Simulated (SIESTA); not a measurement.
# NaLaMnMoO6 under changes of volume

One of the cells (15.193 Å³/atom); the others are scaled copies at fixed shape and fractional positions:

```
CELL_PARAMETERS angstrom
5.14318 -0.00673 0.01063
-0.24104 5.72693 0.00708
-0.93514 -2.84413 5.15274
ATOMIC_POSITIONS crystal
Na 0.40776 0.38086 0.07519
La 0.03690 0.66325 0.68598
Mn 0.44271 0.04268 0.40638
Mo 0.90251 0.96387 0.30442
O 0.73627 0.69569 0.99417
O 0.72288 0.91846 0.55299
O 0.70112 0.27368 0.37292
O 0.19224 0.75325 0.36660
O 0.17926 0.03365 0.11672
O 0.20034 0.27462 0.63197
```

The cell was built by a generator and needn't be a form met in nature.

* Program: SIESTA 5.4.2
* Functional: PBE
* Potentials or basis: PseudoDojo 0.4 standard (PBE files)
* Basis: DZP (energy shift 0.003 Ry; two zetas on semicore shells)
* Grid cutoff: 800 Ry
* Energy shift: 0.003 Ry
* k mesh: 6 × 6 × 5
* Occupations: fermi-dirac, width 0.05 eV
* Spin: collinear spin, ferromagnetic start
* Starting moments: [0.0, 0.0, 4.0, 1.0, 0.0, 0.0, 0.0, 0.0, 0.0, 0.0] μB

```csv
volume (Å³/atom),energy over the lowest point (meV/atom),pressure (GPa),gap on the mesh (eV),largest force (eV/Å)
14.002,?,?,?,?
14.299,40.62,12.1,0.87,2.096
14.597,21.57,8.5,0.84,1.552
15.193,1.87,2.3,0.79,0.609
15.491,0.00,-0.3,0.76,0.540
15.789,2.76,-2.6,0.73,0.519
```

What does the run at 14.002 Å³/atom give?

Energy over the lowest point 66.69 meV/atom; pressure 16.1 GPa; gap on the mesh 0.90 eV; largest force 2.682 eV/Å.

Worked out: A Birch-Murnaghan fit of order 3 (a polynomial in V^(-2/3)) to the other rows has its minimum at 15.46 Å³/atom with B0 = V·E''(V) = 130 GPa and B' = 4.4 at fixed shape and positions, which overstates the stiffness. It gives 66.63 meV/atom at 14.002 Å³/atom, against the run's 66.69, and -dE/dV = 16.1 GPa, against 16.1. A straight line through the other rows of the gap, of slope -1.39 eV per unit of ln V, extrapolates to 0.90 eV, against the run's 0.90.

Energies are extrapolated to zero smearing.

Caveats: short orbitals over semicore shells can move pressures by several GPa; spin-orbit coupling is left out, which moves the levels of the heavy elements; an odd mesh through Γ misses points on the zone boundary, where band edges often lie; the basis of atomic orbitals isn't converged, which shifts pressures, moduli and gaps; a cell with one magnetic atom can't hold antiferromagnetic order, which such compounds often take; forces of over 1 eV/Å show positions far from the minimum, so gaps and moduli don't describe the material at rest (some runs).
